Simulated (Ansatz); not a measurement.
# TaSi2: the cost of one run

All numbers below are computed with Ansatz 0.2.0 (DFT PBE, scalar-relativistic, plane waves, PAW).

**1. The structure to begin with**

The cell holds 24 atoms (Si16Ta8): a = 7.240 Å, b = 7.515 Å, c = 7.399 Å, α = 89.60°, β = 91.79°, γ = 91.23°.

It is the last frame of an earlier stage of the same melt, run at 3220 K.

Structure file:

```xyz
24
Lattice="7.2389 -0.0790 -0.1140 -0.0790 7.5149 0.0256 -0.1140 0.0256 7.3978" Properties=species:S:1:pos:R:3 pbc="T T T"
Si    2.9288    4.3263    5.5418
Si    4.0193    6.1635    2.8491
Si    3.9825    5.9066    7.3403
Si    0.6541    1.0603    4.0901
Si    4.6244    2.2432    5.6861
Si    6.0318    6.5843    1.4607
Si    0.9301    7.4659    0.7219
Si    2.4807    2.7032    1.0329
Si    1.4610    4.8958    3.3711
Si    4.3954    3.6205    0.5876
Si    2.8845    0.7835    3.5143
Si    0.9168    5.6255    5.8294
Si    1.1987    2.6501    6.1488
Si    3.7908    6.9525    5.1620
Si    0.0259    2.4794    0.9019
Si    5.9710    4.2546    1.8958
Ta    5.6838    1.0328    2.5439
Ta    6.1633    6.0301    4.3194
Ta    4.2369    3.4489    3.3994
Ta    6.8842    3.4350    4.0722
Ta    3.6956    0.7838    0.1917
Ta    6.0010    4.3083    6.4954
Ta    5.9717    0.2337    6.4848
Ta    2.1662    5.2690    0.9943
```

**2. The last frame at 3220 K on a finer mesh**

The electrons keep the Fermi-Dirac width of that temperature.

input.yaml reads:

```yaml
crystal:
  lattice:
    - [7.238949, -0.078963, -0.113991]
    - [-0.078963, 7.514851, 0.025597]
    - [-0.113991, 0.025597, 7.397773]
  atoms:
    - { symbol: Si, position: [0.4227576549, 0.5775796053, 0.753632838] }
    - { symbol: Si, position: [0.5703859073, 0.8248316762, 0.3910583527] }
    - { symbol: Si, position: [0.5744747796, 0.7886251738, 0.9983550802] }
    - { symbol: Si, position: [0.1006097134, 0.1402587998, 0.553944398] }
    - { symbol: Si, position: [0.6543642099, 0.3027279043, 0.7776646919] }
    - { symbol: Si, position: [0.8461621806, 0.8843529561, 0.207423269] }
    - { symbol: Si, position: [0.1408463143, 0.9946398982, 0.0963158635] }
    - { symbol: Si, position: [0.3489138906, 0.3628952482, 0.1437500114] }
    - { symbol: Si, position: [0.2161323859, 0.6521931512, 0.4567605419] }
    - { symbol: Si, position: [0.6138828151, 0.4879346665, 0.0871962352] }
    - { symbol: Si, position: [0.4072127376, 0.1068978498, 0.4809504216] }
    - { symbol: Si, position: [0.1472089616, 0.7474544208, 0.7876692116] }
    - { symbol: Si, position: [0.1825462427, 0.3517261597, 0.8327697951] }
    - { symbol: Si, position: [0.5448602618, 0.9284928396, 0.7029650916] }
    - { symbol: Si, position: [0.0090823653, 0.3296163989, 0.1209161278] }
    - { symbol: Si, position: [0.835306371, 0.5740237827, 0.2671559591] }
    - { symbol: Ta, position: [0.7923508587, 0.1445444423, 0.3555862798] }
    - { symbol: Ta, position: [0.86959816, 0.8095378042, 0.5944765473] }
    - { symbol: Ta, position: [0.5977085921, 0.4636334906, 0.4671225366] }
    - { symbol: Ta, position: [0.9649503829, 0.465320584, 0.5637182605] }
    - { symbol: Ta, position: [0.5122322527, 0.1095737503, 0.0334244809] }
    - { symbol: Ta, position: [0.8493078057, 0.5792024256, 0.8891040934] }
    - { symbol: Ta, position: [0.8393485188, 0.0368895328, 0.8893985476] }
    - { symbol: Ta, position: [0.3090694582, 0.7039258075, 0.1367311198] }
basis:
  ecutwfc: 420
kpoints:
  mp_grid: { grid: [3, 3, 3] }
hamiltonian:
  xc: pbe
scf:
  occupations: { method: fermi_dirac, width: 0.2775 }
output:
  forces: true
  stress: true
  eigenvalues: true
  populations: true
  write_density: true
  write_potential: true
  elf: true
  volumetric_format: npy
```

Run with:

```bash
$ ansatz run input.yaml --threads 2 --pin off --max-ram 5120MiB --backend cpu --events-out ev --progress --plain --runs-dir out
```

What time and memory should one allow on 2 threads of AMD EPYC 9R45 (Zen 5), shared host?

About 15 s, with a peak of 1.1 GiB.
